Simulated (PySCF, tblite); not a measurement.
# Ge₂H₆NO−, a small gas-phase stand-in for a defect centre (germanium nitride N site): NMR shifts, core binding energies and electronic excitations

Aim: the NMR shifts, core binding energies and electronic excitations of `[O-][N]([GeH3])[GeH3]`. It is drawn as: deprotonated.

Computed with tblite 0.8.0 and PySCF 2.14.0; each step states its level. No surroundings beyond the atoms listed, unless a continuum is named. Atoms count from 0, parts from 1.

### 1 The system as given

10 atoms, charge -1, multiplicity 1; geometry: distance geometry start.

### 2 Geometry optimisation with GFN2-xTB

The job: settings as JSON, then the geometry in Å.

```
{"job": {"kind": "relax", "xc": "GFN2-xTB", "basis": "xTB"}, "charge": -1, "multiplicity": 1}
Ge     1.557533     0.031548     0.361374
N      0.081653    -0.272447    -0.708134
Ge    -1.517757     0.293288    -0.002661
O     -0.020498    -1.609925    -0.885069
H      1.398090     1.134623     1.403124
H      1.928058    -1.287630     1.051388
H      2.734950     0.417594    -0.563695
H     -2.652435    -0.333951    -0.892032
H     -1.698139     1.845939    -0.141027
H     -1.771031    -0.214290     1.425126
```

Method: GFN2-xTB geometry optimisation, gas phase.

On the command line:

```bash
$ OMP_NUM_THREADS=1 python cluster_run.py task.json out
```

This one command runs all jobs of the session in turn.

Log:

```text
step      E/eV     max force
  0    -381.52206    2.908
  1    -381.67470    0.820
  2    -381.72274    0.602
  3    -381.75413    0.775
  4    -381.77364    0.622
  5    -381.80303    0.471
  6    -381.81965    0.384
  7    -381.83109    0.272
  8    -381.83988    0.316
  9    -381.85105    0.345
 10    -381.86806    0.465
 11    -381.89089    0.626
 12    -381.91623    0.616
 13    -381.94361    0.386
 14    -381.96655    0.396
 15    -381.98942    0.599
 16    -382.01528    0.566
 17    -382.03502    0.416
 18    -382.04787    0.305
 19    -382.05330    0.222
 20    -382.05962    0.251
 21    -382.06500    0.283
 22    -382.07016    0.269
 23    -382.07496    0.263
 24    -382.07942    0.227
 25    -382.08249    0.148
 26    -382.08528    0.187
 27    -382.08935    0.244
 28    -382.09579    0.357
 29    -382.10601    0.412
 30    -382.12072    0.392
 31    -382.13883    0.406
 32    -382.15789    0.332
 33    -382.17472    0.373
 34    -382.18701    0.693
 35    -382.20938    0.590
 36    -382.23928    0.378
 37    -382.27220    0.440
 38    -382.27790    0.200
 39    -382.28277    0.172
 40    -382.28739    0.158
 41    -382.29383    0.184
 42    -382.30283    0.201
 43    -382.30961    0.221
 44    -382.31377    0.147
 45    -382.31555    0.102
 46    -382.31682    0.100
 47    -382.31822    0.097
 48    -382.31951    0.104
 49    -382.32022    0.076
 50    -382.32059    0.052
 51    -382.32091    0.064
 52    -382.32147    0.084
 53    -382.32242    0.113
 54    -382.32382    0.135
 55    -382.32541    0.117
 56    -382.32684    0.111
 57    -382.32794    0.105
 58    -382.32891    0.085
 59    -382.33006    0.089
 60    -382.33142    0.069
 61    -382.33267    0.099
 62    -382.33340    0.073
 63    -382.33375    0.041
 64    -382.33399    0.042
 65    -382.33423    0.044
 66    -382.33452    0.053
 67    -382.33482    0.047
 68    -382.33506    0.037
 69    -382.33521    0.024
 70    -382.33527    0.024
 71    -382.33531    0.022
 72    -382.33537    0.023
 73    -382.33546    0.034
 74    -382.33557    0.044
 75    -382.33568    0.035
 76    -382.33574    0.020
 77    -382.33577    0.017
 78    -382.33580    0.017
 79    -382.33585    0.029
 80    -382.33593    0.036
 81    -382.33604    0.032
 82    -382.33613    0.025
 83    -382.33618    0.014
 84    -382.33620    0.011
 85    -382.33621    0.010
 86    -382.33623    0.012
 87    -382.33624    0.015
 88    -382.33626    0.014
 89    -382.33627    0.009
 90    -382.33628    0.004
```

Wall time 0.84 s (1 thread of Arm Neoverse V2, shared host).

The steps of the relaxation:

```tsv
step	energy from step 0 (eV)	largest force (eV/Å)
0	0.0000	2.9084
3	-0.2321	0.7750
6	-0.2976	0.3831
9	-0.3290	0.3447
12	-0.3942	0.6156
15	-0.4674	0.5983
18	-0.5258	0.3052
21	-0.5429	0.2834
24	-0.5574	0.2267
27	-0.5673	0.2436
30	-0.5987	0.3920
33	-0.6527	0.3729
36	-0.7172	0.3778
39	-0.7607	0.1722
42	-0.7808	0.2016
45	-0.7935	0.1019
48	-0.7974	0.1029
51	-0.7989	0.0643
54	-0.8018	0.1354
57	-0.8059	0.1055
60	-0.8094	0.0691
63	-0.8117	0.0415
66	-0.8125	0.0533
69	-0.8132	0.0245
72	-0.8133	0.0236
75	-0.8136	0.0352
78	-0.8137	0.0177
81	-0.8140	0.0324
84	-0.8141	0.0114
87	-0.8142	0.0146
90	-0.8142	0.0041
```

Close pairs (by a distance rule), those that changed most:

```tsv
bond	before (Å)	after (Å)	change (Å)
Ge0–O3	2.596	2.194	-0.401
Ge2–O3	2.577	2.195	-0.382
N1–O3	1.353	1.507	+0.154
Ge0–N1	1.848	1.774	-0.074
Ge2–H7	1.572	1.501	-0.071
N1–Ge2	1.837	1.774	-0.063
Ge0–H4	1.526	1.581	+0.055
Ge0–H6	1.546	1.502	-0.045
```

### 3 Geometry optimisation at PBE0-D3(BJ)/def2-SVP

The job: settings as JSON, then the geometry in Å.

```
{"job": {"xc": "PBE0", "basis": "def2-SVP", "d3": "d3bj", "grid": 2, "kind": "geom", "shake": 0.01}, "charge": -1, "multiplicity": 1}
Ge     1.657867    -0.000815     0.252982
N      0.075738     0.411815    -0.510009
Ge    -1.659785     0.182229    -0.153897
O      0.077995    -1.059433    -0.802621
H      2.355453     1.303433     0.810145
H      1.597152    -0.944043     1.397600
H      2.573910    -0.465731    -0.826579
H     -2.313389    -0.219953    -1.419516
H     -2.350484     1.544943     0.273244
H     -1.972905    -0.778028     0.980126
```

Log:

```text
step   0  E = -4286.21334982  max force = 0.020060
step   1  E = -4286.22208903  max force = 0.003362
step   2  E = -4286.22359727  max force = 0.006537
step   3  E = -4286.22480322  max force = 0.008587
step   4  E = -4286.22515506  max force = 0.004589
step   5  E = -4286.22548109  max force = 0.003243
step   6  E = -4286.22556718  max force = 0.002793
step   7  E = -4286.22574751  max force = 0.003651
step   8  E = -4286.22589057  max force = 0.002763
step   9  E = -4286.22606493  max force = 0.002378
step  10  E = -4286.22619911  max force = 0.002155
step  11  E = -4286.22632302  max force = 0.002580
step  12  E = -4286.22643204  max force = 0.002845
step  13  E = -4286.22651996  max force = 0.001517
step  14  E = -4286.22655004  max force = 0.000962
step  15  E = -4286.22656147  max force = 0.000541
step  16  E = -4286.22656567  max force = 0.000304
optimisation converged
```

It took 2.1 min on 1 thread of Arm Neoverse V2, shared host; peak memory 0.63 GiB.

The steps of the relaxation:

```tsv
step	energy from step 0 (eV)	largest force component (eV/Å)
0	0.0000	1.0315
1	-0.2378	0.1729
2	-0.2788	0.3361
3	-0.3117	0.4416
4	-0.3212	0.2360
5	-0.3301	0.1668
6	-0.3325	0.1436
7	-0.3374	0.1877
8	-0.3413	0.1421
9	-0.3460	0.1223
10	-0.3496	0.1108
11	-0.3530	0.1327
12	-0.3560	0.1463
13	-0.3584	0.0780
14	-0.3592	0.0495
15	-0.3595	0.0278
16	-0.3596	0.0156
```

Distances of close pairs at the start and the end, largest changes first:

```tsv
bond	before (Å)	after (Å)	change (Å)
Ge0–O3	2.175	2.497	+0.322
Ge2–O3	2.232	2.500	+0.268
N1–O3	1.500	1.413	-0.087
Ge0–H5	1.484	1.557	+0.073
Ge2–H7	1.480	1.550	+0.070
Ge0–H6	1.490	1.550	+0.059
N1–Ge2	1.786	1.839	+0.053
Ge2–H9	1.519	1.557	+0.039
```

The next job starts from the end point, and lists it.

```tsv
at the end point	value
point group (found at 0.08 Å tolerance)	Cs
rotational constants (GHz, main isotopes)	6.639, 1.251, 1.104
```

### 4 Shielding tensors: PBE0/aug-pcSseg-2

The job: settings as JSON, then the geometry in Å.

```
{"job": {"kind": "nmr", "xc": "PBE0", "basis": "aug-pcSseg-2"}, "charge": -1, "multiplicity": 1}
Ge     1.562395     0.055963     0.250292
N      0.109225     0.043932    -0.876192
Ge    -1.553857     0.228555    -0.112162
O      0.072135    -1.332501    -1.193565
H      1.929636     1.461402     0.879574
H      1.458704    -0.966491     1.420227
H      2.789110    -0.347720    -0.606211
H     -2.587672    -0.047687    -1.233382
H     -1.905305     1.669328     0.440631
H     -1.832782    -0.790370     1.032219
```

With the program's defaults for keys left out, this is: GIAO PBE0/aug-pcSseg-2 NMR shielding, non-relativistic, gas phase.

Log:

```text
coarse grid: 39968 points
cycle   1  E = -4286.7269874681  dE = -1.205e+00  |g| = 1.664e+00  |ddm| = 3.039e+00
cycle   2  E = -4281.4341766440  dE =  5.293e+00  |g| = 3.587e+00  |ddm| = 2.020e+02
cycle   3  E = -4286.4468758433  dE = -5.013e+00  |g| = 1.607e+00  |ddm| = 2.021e+02
cycle   4  E = -4286.8798501320  dE = -4.330e-01  |g| = 6.384e-01  |ddm| = 8.262e-01
cycle   5  E = -4286.9950303441  dE = -1.152e-01  |g| = 1.325e-01  |ddm| = 1.011e+00
cycle   6  E = -4286.9925991180  dE =  2.431e-03  |g| = 1.705e-01  |ddm| = 3.041e-01
cycle   7  E = -4286.9981559785  dE = -5.557e-03  |g| = 2.258e-02  |ddm| = 1.749e-01
cycle   8  E = -4286.9982620107  dE = -1.060e-04  |g| = 5.894e-03  |ddm| = 2.810e-02
cycle   9  E = -4286.9982707255  dE = -8.715e-06  |g| = 1.842e-03  |ddm| = 9.021e-03
final grid: 80512 points
cycle  10  E = -4286.9982828149  dE =  3.203e-06  |g| = 4.310e-03  |ddm| = 2.255e-02
cycle  11  E = -4286.9982619485  dE =  2.087e-05  |g| = 1.057e-02  |ddm| = 2.578e-02
cycle  12  E = -4286.9982870342  dE = -2.509e-05  |g| = 2.834e-04  |ddm| = 1.817e-02
cycle  13  E = -4286.9982870461  dE = -1.192e-08  |g| = 8.192e-05  |ddm| = 3.777e-04
cycle  14  E = -4286.9982870473  dE = -1.197e-09  |g| = 3.126e-05  |ddm| = 1.409e-04
cycle  15  E = -4286.9982870476  dE = -2.910e-10  |g| = 1.297e-05  |ddm| = 7.542e-05
converged SCF energy = -4286.9982870476

GIAO shielding tensors (ppm)
atom      isotropic    diamagn.    paramagn.     s11        s22        s33       span
  0 Ge    1524.038    2747.234   -1223.195   1255.675   1580.150   1736.290    480.615
  1 N      105.221     282.227    -177.005      8.865     83.204    223.594    214.729
  2 Ge    1523.405    2747.147   -1223.742   1255.599   1577.726   1736.891    481.292
  3 O       39.159     385.869    -346.710    -29.768    -26.151    173.397    203.166
  4 H       25.357      27.556      -2.199     18.578     20.580     36.915     18.337
  5 H       27.258      27.516      -0.258     20.600     24.515     36.660     16.061
  6 H       27.040      27.968      -0.928     21.008     22.697     37.414     16.406
  7 H       27.046      27.965      -0.919     21.010     22.713     37.415     16.404
  8 H       25.356      27.550      -2.194     18.583     20.574     36.911     18.328
  9 H       27.266      27.484      -0.218     20.617     24.517     36.663     16.046
```

Wall time 88 s (1 thread of Arm Neoverse V2, shared host); peak memory 1.8 GiB.

No reference compound was run at this level, so shieldings alone are listed. Atoms listed in one row are averaged.

```tsv
atoms	environment	σ (ppm)
H4, H8	hydrogen on a germanium bonded to N	25.36
H6, H7	hydrogen on a germanium bonded to N	27.04
H5, H9	hydrogen on a germanium bonded to N	27.26
Ge0, Ge2	germanium bonded to N, 3 H	1524
N1	nitrogen bonded to 2 Ge, O	105.2
O3	oxygen bonded to N	39.2
```

Charges from the same density, by scheme (e):

```tsv
atoms	IAO	Hirshfeld	ESP fit
Ge0, Ge2	0.56	0.22	0.28
N1	-0.49	-0.27	-0.23
O3	-0.77	-0.45	-0.59
```

Mulliken charges and Mayer bond orders break down with diffuse functions, so they are left out here.

With diffuse functions Mulliken charges and Mayer bond orders lose their meaning; the other schemes are steadier.

### 5 Core-electron binding energies: SCAN, X2C

Same as in step 4 but for these lines:

```diff
@@ -1,2 +1,2 @@
-{"job": {"kind": "nmr", "xc": "PBE0", "basis": "aug-pcSseg-2"}, "charge": -1, "multiplicity": 1}
+{"job": {"kind": "xps", "holes": 5, "basis": "aug-pcX-2", "basis_other": "aug-pcseg-1"}, "charge": -1, "multiplicity": 1}
 Ge     1.562395     0.055963     0.250292
```

With the program's defaults for keys left out, this is: delta-SCF UKS SCAN, aug-pcX-2 on the ionised atom, aug-pcseg-1 elsewhere, spin-free X2C.

Log:

```text
ground state, core basis on atom 1 (N), 210 functions
  cycle   1  E = -4321.29216850  |g| = 8.74e-01
  cycle   2  E = -4315.33225065  |g| = 3.53e+00
  cycle   3  E = -4321.47218241  |g| = 2.22e-01
  cycle   4  E = -4321.48093567  |g| = 1.83e-01
  cycle   5  E = -4321.48941692  |g| = 9.29e-02
  cycle   6  E = -4321.49097195  |g| = 2.81e-02
  cycle   7  E = -4321.49116388  |g| = 5.74e-03
  cycle   8  E = -4321.49117707  |g| = 1.30e-03
  cycle   9  E = -4321.49117624  |g| = 3.27e-04
  E(ground) = -4321.76014098 Eh
hole in N 1s of atom 1
  cycle   1  E = -4306.04461762  |g| = 1.88e+00
  cycle   2  E = -4304.49338120  |g| = 2.59e+00
  cycle   3  E = -4306.66293004  |g| = 6.21e-01
  cycle   4  E = -4306.59501094  |g| = 6.76e-01
  cycle   5  E = -4306.79116451  |g| = 1.81e-01
  cycle   6  E = -4306.80799001  |g| = 1.81e-02
  cycle   7  E = -4306.80817666  |g| = 5.24e-03
  cycle   8  E = -4306.80819203  |g| = 2.44e-03
  cycle   9  E = -4306.80820429  |g| = 1.15e-03
  cycle  10  E = -4306.80820146  |g| = 4.29e-04
  E(ion) = -4307.07510410 Eh   <S^2> = 0.7840   hole on atom = 1.000   binding energy = 399.600 eV
ground state, core basis on atom 3 (O), 210 functions
  cycle   1  E = -4321.50109066  |g| = 1.00e-01
  cycle   2  E = -4321.49818990  |g| = 1.26e-01
  cycle   3  E = -4321.49913300  |g| = 1.03e-01
  cycle   4  E = -4321.50122291  |g| = 2.83e-02
  cycle   5  E = -4321.50143096  |g| = 4.83e-03
  cycle   6  E = -4321.50143349  |g| = 7.07e-04
  cycle   7  E = -4321.50143083  |g| = 2.15e-04
  E(ground) = -4321.76829012 Eh
hole in O 1s of atom 3
  cycle   1  E = -4301.14095382  |g| = 2.24e+00
  cycle   2  E = -4299.91365049  |g| = 2.57e+00
  cycle   3  E = -4301.78111312  |g| = 7.11e-01
  cycle   4  E = -4301.84230347  |g| = 6.28e-01
  cycle   5  E = -4302.01216132  |g| = 1.67e-01
  cycle   6  E = -4302.02291838  |g| = 3.52e-02
  cycle   7  E = -4302.02360745  |g| = 8.15e-03
  cycle   8  E = -4302.02365443  |g| = 2.89e-03
  cycle   9  E = -4302.02366076  |g| = 1.31e-03
  cycle  10  E = -4302.02366660  |g| = 4.66e-04
  E(ion) = -4302.29234147 Eh   <S^2> = 0.7709   hole on atom = 1.000   binding energy = 529.968 eV
```

Run time: 17 s. Hardware: 1 thread of Arm Neoverse V2, shared host; peak memory 0.65 GiB.

Binding energies by hole, beside the orbital energy of the ground state; the difference holds orbital relaxation and, for a density functional, its self-interaction error:

```tsv
hole	stands for	environment	ΔSCF (eV)	−ε (eV)	⟨S²⟩
N1s on N1	N1	nitrogen bonded to 2 Ge, O	399.60	382.1	0.784
O1s on O3	O3	oxygen bonded to N	529.97	510.0	0.771
```

### 6 Ultraviolet spectrum: CAM-B3LYP/def2-SVPD

Same as in step 5 but for these lines:

```diff
@@ -1,2 +1,2 @@
-{"job": {"kind": "xps", "holes": 5, "basis": "aug-pcX-2", "basis_other": "aug-pcseg-1"}, "charge": -1, "multiplicity": 1}
+{"job": {"kind": "uv", "xc": "CAM-B3LYP", "basis": "def2-SVPD", "nstates": 6, "ntriplets": 2, "ip": true}, "charge": -1, "multiplicity": 1}
 Ge     1.562395     0.055963     0.250292
```

Method: TDDFT CAM-B3LYP/def2-SVPD, vertical, gas phase, core orbitals frozen in the response.

Log:

```text
coarse grid: 39968 points
cycle   1  E = -4286.8955636905  dE = -1.124e+00  |g| = 1.011e+00  |ddm| = 3.488e+00
cycle   2  E = -4283.6106506634  dE =  3.285e+00  |g| = 3.204e+00  |ddm| = 1.018e+02
cycle   3  E = -4287.0672935185  dE = -3.457e+00  |g| = 4.370e-01  |ddm| = 1.015e+02
cycle   4  E = -4287.1053231493  dE = -3.803e-02  |g| = 1.659e-01  |ddm| = 9.173e-01
cycle   5  E = -4287.1084389517  dE = -3.116e-03  |g| = 2.154e-02  |ddm| = 3.270e-01
cycle   6  E = -4287.1085763632  dE = -1.374e-04  |g| = 1.173e-02  |ddm| = 1.134e-01
cycle   7  E = -4287.1086068312  dE = -3.047e-05  |g| = 7.460e-03  |ddm| = 6.521e-02
cycle   8  E = -4287.1086191330  dE = -1.230e-05  |g| = 1.255e-03  |ddm| = 1.502e-02
cycle   9  E = -4287.1086201940  dE = -1.061e-06  |g| = 2.524e-04  |ddm| = 1.509e-02
final grid: 80512 points
cycle  10  E = -4287.1086133724  dE = -7.663e-08  |g| = 1.363e-04  |ddm| = 3.583e-03
cycle  11  E = -4287.1086133823  dE = -9.944e-09  |g| = 1.370e-04  |ddm| = 8.383e-04
cycle  12  E = -4287.1086133872  dE = -4.919e-09  |g| = 4.971e-05  |ddm| = 5.808e-04
cycle  13  E = -4287.1086133885  dE = -1.291e-09  |g| = 1.813e-05  |ddm| = 1.938e-04
cycle  14  E = -4287.1086133890  dE = -4.648e-10  |g| = 7.948e-06  |ddm| = 3.108e-04
converged SCF energy = -4287.1086133890

Static polarisability (au): isotropic 97.749, principal 79.477 97.538 116.233

Singlet excitations
state   eV       nm        f      main configurations
  1   3.3236    373.0   0.02471   H->L 0.94
  2   3.4612    358.2   0.00407   H->L+2 0.94
  3   3.6292    341.6   0.04503   H->L+1 0.96
  4   4.1581    298.2   0.07756   H-1->L 0.91
  5   4.3570    284.6   0.00947   H-1->L+2 0.90
  6   4.3908    282.4   0.00234   H->L+3 0.49, H-1->L+1 0.30, H->L+5 0.13

Triplet excitations (Tamm-Dancoff, eV): 2.9809 3.3379
Vertical ionisation energy (delta-SCF) = 1.7561 eV
```

Wall time 55 s (1 thread of Arm Neoverse V2, shared host); peak memory 0.87 GiB.

Frontier orbitals and where they lie:

```tsv
orbital	eV	atoms
HOMO−3	-6.05	Ge2 21 %, Ge0 21 %, H7 19 %
HOMO−2	-5.34	N1 30 %, O3 25 %, Ge2 10 %
HOMO−1	-2.21	O3 69 %, N1 15 %, Ge0 6 %
HOMO	-1.34	O3 56 %, N1 29 %, Ge0 5 %
LUMO	4.40	Ge2 30 %, Ge0 30 %, H8 6 %
LUMO+1	4.60	Ge0 31 %, Ge2 31 %, H8 6 %
LUMO+2	5.16	Ge2 27 %, Ge0 27 %, N1 9 %
```

With each of the 6 states as a Gaussian band of 0.4 eV half-width at 1/e, the curve within the window shown has maxima at 301 nm (ε 3,900) L/(mol cm). Beyond the last state computed it falls off for lack of states. The curve at chosen wavelengths:

nm, ε (L/mol/cm) and a bar:
```
      264        780 #####
      272       1576 ############
      279       2411 ##################
      287       3262 #########################
      294       3726 #############################
      302       3877 ##############################
      310       3743 #############################
      317       3541 ###########################
      325       3337 ##########################
      332       3212 #########################
      340       3101 ########################
      348       2974 #######################
      355       2816 ######################
      363       2574 ####################
      370       2314 #################
      378       1986 ###############
      386       1651 ############
      393       1369 ##########
      401       1077 ########
      408        855 ######
      416        642 ####
      424        472 ###
      431        355 ##
      439        252 #
      446        184 
      454        127
```

Ground-state properties from the same run:

```tsv
property	computed
polarisability (Å³)	14.48
HOMO–LUMO gap (eV)	5.74
−ε(HOMO) (eV)	1.34
```

### 7 Results

| quantity | value |
| --- | --- |
| point group | Cs |
| rotational constants (main isotopes) | 6.64, 1.25, 1.10 GHz |
| shieldings of H, Ge, N, O (PBE0/aug-pcSseg-2, a mean where the table joins atoms) | H4 25.4, H6 27.0, H5 27.3, Ge0 1523.7, N1 105.2, O3 39.2 ppm |
| N1s binding energies, SCAN/aug-pcX-2 | N1 399.60 eV |
| O1s binding energies, SCAN/aug-pcX-2 | O3 529.97 eV |
| lowest singlet (CAM-B3LYP/def2-SVPD) | 3.32 eV (373 nm), f = 0.025 |
| brightest single state of those computed | state 4, 4.16 eV, f = 0.078 |
| lowest triplet | 2.98 eV |
| vertical ionisation energy (ΔSCF) | 1.76 eV |

The start of the PBE0/def2-SVP relaxation was shaken at random by about 0.01 Å, so part of the energy gained, and of the first lengths quoted, undoes that. The optimisation took 16 steps and gained 0.360 eV; among the close pairs (by a distance rule), Ge0–O3 changed most, from 2.175 to 2.497 Å (PBE0/def2-SVP). Hydrogens of an XH3 group are listed apart at this fixed geometry; free rotation makes them one line at their mean. At PBE0/aug-pcSseg-2: Shielding is most anisotropic at Ge0, Ge2 (span 481 ppm, paramagnetic term -1223 ppm). The lowest singlet, at 3.32 eV, is HOMO→LUMO 0.94 and is weak; of the 6 states computed, the strongest absorption comes from state 4 at 4.16 eV. The lowest triplet lies 0.34 eV below the lowest singlet (triplets in Tamm-Dancoff, singlets in full TDDFT). In the gas-phase run even the lowest singlet lies above the computed detachment energy of this anion, so its states are not to be taken as bound. At CAM-B3LYP/def2-SVPD, all states lie near or above the ionisation energy, where they hang on the basis. ΔSCF puts the ionisation energy at 1.76 eV, 0.42 eV above −ε(HOMO). Spin-orbit coupling is left out, which matters for shieldings and couplings at and beside the heavy atoms.
